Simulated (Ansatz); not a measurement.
# C6H5F (SMILES Fc1ccccc1) at CCSD(T)/6-31G(d) (spherical functions)

Aim: the vertical ionisation energy of C6H5F at CCSD(T)/6-31G* (spherical functions), from 2 runs. 

Program for the calculation: Ansatz 0.2.0.

38 further runs of the same task are left out: 38 set aside as unsound or not needed. Runs told in other sessions of the task aren't counted.

### Step 1. The system as given

C6H5F has 12 atoms, charge 0, and is taken as a singlet. SMILES: `Fc1ccccc1`. The coordinates come from a PBE0-D4/def2-TZVP relaxation.

Bond lengths: F1–C2 1.340 Å, C2–C3 1.381 Å, C3–C4 1.387 Å, C4–C5 1.387 Å, C5–C6 1.387 Å, C2–C7 1.381 Å, C6–C7 1.387 Å, C3–H8 1.083 Å, C4–H9 1.084 Å, C5–H10 1.083 Å, C6–H11 1.084 Å, C7–H12 1.083 Å. Some angles: F1–C2–C3 118.9°, F1–C2–C7 118.9°, C3–C2–C7 122.3°, C2–C3–C4 118.5°, C3–C4–C5 120.5°, C4–C5–C6 119.8°, C5–C6–C7 120.5°, C2–C7–C6 118.5°, C2–C3–H8 119.6°, C4–C3–H8 121.9°.

### Step 2. The energy at CCSD(T)/6-31G(d) (spherical functions)

The input, job.yaml:

```yaml
crystal:
  periodic: [false, false, false]
  atoms:
    - symbol: F
      position_ang: [0.373400, -2.651880, -0.049000]
    - symbol: C
      position_ang: [0.186660, -1.325620, -0.024490]
    - symbol: C
      position_ang: [-0.745470, -0.799820, 0.848530]
    - symbol: C
      position_ang: [-0.932320, 0.574350, 0.867240]
    - symbol: C
      position_ang: [-0.196600, 1.396240, 0.025800]
    - symbol: C
      position_ang: [0.733120, 0.840420, -0.841100]
    - symbol: C
      position_ang: [0.932970, -0.531670, -0.873120]
    - symbol: H
      position_ang: [-1.307140, -1.462390, 1.495210]
    - symbol: H
      position_ang: [-1.659890, 1.003340, 1.546360]
    - symbol: H
      position_ang: [-0.347620, 2.468730, 0.045610]
    - symbol: H
      position_ang: [1.310500, 1.477900, -1.500520]
    - symbol: H
      position_ang: [1.652380, -0.989580, -1.540520]
basis:
  gaussian:
    orbitals: 6-31G_st_-spherical.json
correlation:
  method: ccsd_t
  frozen_orbitals: {C: 1, F: 1, H: 0}
accuracy: high
scf:
  omitted_lower_state_checks: [cluster_reference, increment]
```

The basis set 6-31G* is read from a file made from the Basis Set Exchange's data (not shown).

On the command line:

```sh
ansatz run job.yaml --threads 1 --pin off --max-ram 3480MiB --events-out events.jsonl --progress --plain --runs-dir runs
```

Output, shortened:

```text
Warning: RAYON_NUM_THREADS=1 ignored (pool sized by the plan → 1); use --threads N
Functional definition: HF
  name "HF"
[...]
2657 factors; integrals over basis functions are off by at most 3.4e-9 eV
[...]
mean field -8967.58845828 eV, -329.5527973920 hartree, gradient 2.3e-8 eV, S^2 0.000000; 0 other end points of the search recorded, 0 dependent functions left out; unrestricted orbitals would lower it
7 core orbitals not correlated: weight in the atoms' cores, before any rotation towards them, 1.000 or more for the frozen orbitals, at most 0.000 for the correlated occupied ones
reference -8967.58845828 eV, -329.5527973920 hartree; 18, 18 occupied and 83, 83 virtual orbitals, 2657 factors
second order -24.82298750 eV of doubles, -0.00000000 eV of singles
cycle   1  -24.91124366 eV  change   -8.8e-2 eV  update   1.2e-1
[...]
cycle  22  -25.78165459 eV  change   1.1e-10 eV  update   1.2e-9
perturbative correction -1.03504107 eV, -0.0380370577 hartree
Total energy: -8994.40515394 eV, -330.5382927804 hartree
Checks for a lower state left out: cluster_reference, increment
```

Run time: 41 s. Hardware: 1 thread of Intel Xeon 6975P-C (Granite Rapids), shared host; peak memory 1 GiB.

### Step 3. The doublet cation, same level

The input, run.yaml:

```yaml
crystal:
  periodic: [false, false, false]
  atoms:
    - symbol: F
      position_ang: [0.373400, -2.651880, -0.049000]
    - symbol: C
      position_ang: [0.186660, -1.325620, -0.024490]
    - symbol: C
      position_ang: [-0.745470, -0.799820, 0.848530]
    - symbol: C
      position_ang: [-0.932320, 0.574350, 0.867240]
    - symbol: C
      position_ang: [-0.196600, 1.396240, 0.025800]
    - symbol: C
      position_ang: [0.733120, 0.840420, -0.841100]
    - symbol: C
      position_ang: [0.932970, -0.531670, -0.873120]
    - symbol: H
      position_ang: [-1.307140, -1.462390, 1.495210]
    - symbol: H
      position_ang: [-1.659890, 1.003340, 1.546360]
    - symbol: H
      position_ang: [-0.347620, 2.468730, 0.045610]
    - symbol: H
      position_ang: [1.310500, 1.477900, -1.500520]
    - symbol: H
      position_ang: [1.652380, -0.989580, -1.540520]
basis:
  gaussian: {orbitals: 6-31G_st_-spherical.json}
scf: {omitted_lower_state_checks: [cluster_reference, increment]}
magnetization: {spin_polarized: true, initial_magnetization: 1}
correlation: {method: ccsd_t, frozen_orbitals: {C: 1, F: 1, H: 0}}
total_charge: 1
accuracy: high
```

The basis set 6-31G* is read from a file made from the Basis Set Exchange's data (not shown).

On the command line:

```sh
ansatz run run.yaml --threads 1 --pin off --max-ram 3480MiB --events-out events.jsonl --progress --plain --runs-dir runs
```

Output, shortened:

```text
Warning: RAYON_NUM_THREADS=1 ignored (pool sized by the plan → 1); use --threads N
Functional definition: HF
  name "HF"
[...]
2656 factors; integrals over basis functions are off by at most 3.5e-9 eV
[...]
mean field -8959.60391957 eV, -329.2593710066 hartree, gradient 2.6e-8 eV, S^2 0.868493; 6 other end points of the search recorded, 0 dependent functions left out
7 core orbitals not correlated: weight in the atoms' cores, before any rotation towards them, 1.000 or more for the frozen orbitals, at most 0.000 for the correlated occupied ones
reference -8959.60391957 eV, -329.2593710066 hartree; 18, 17 occupied and 83, 84 virtual orbitals, 2656 factors
second order -23.56869725 eV of doubles, -0.00000000 eV of singles
cycle   1  -23.94317341 eV  change   -3.7e-1 eV  update   1.4e-1
[...]
cycle  35  -24.92458745 eV  change   -1.6e-9 eV  update   1.8e-9
perturbative correction -1.00664924 eV, -0.0369936773 hartree
Total energy: -8985.53515627 eV, -330.2123263784 hartree
Checks for a lower state left out: cluster_reference, increment
```

Run time: 3.2 min. Hardware: 1 thread of Intel Xeon 6975P-C (Granite Rapids), shared host; peak memory 2.3 GiB.

### Step 4. Summary of results

Level: CCSD(T)/6-31G* (spherical functions), 7 core orbitals frozen.

| quantity | value |
| --- | --- |
| singlet C6H5F: total energy | -330.53829 Eh |
| singlet C6H5F: correlation energy (7 core orbitals frozen) | -985.5 mEh |
| singlet C6H5F: (T) correction | -38.04 mEh |
| singlet C6H5F: T1 diagnostic | 0.012 |
| doublet cation: total energy | -330.21233 Eh |
| doublet cation: correlation energy (7 core orbitals frozen) | -953.0 mEh |
| doublet cation: (T) correction | -36.99 mEh |
| doublet cation: ⟨S²⟩ of the reference determinant | 0.868 |
| doublet cation: T1 diagnostic | 0.036 |
| vertical ionisation energy (to the doublet cation) | 8.870 eV |

Removing an electron at fixed nuclei costs 8.87 eV (856 kJ/mol). The restricted solution (singlet C6H5F) is unstable to spin breaking: an unrestricted one lies lower. The triples (singlet C6H5F) make up 3.9 % of the correlation energy. ⟨S²⟩ (doublet cation) is 0.87 where a pure doublet has 0.75: the reference is spin-contaminated. The triples (doublet cation) make up 3.9 % of the correlation energy.
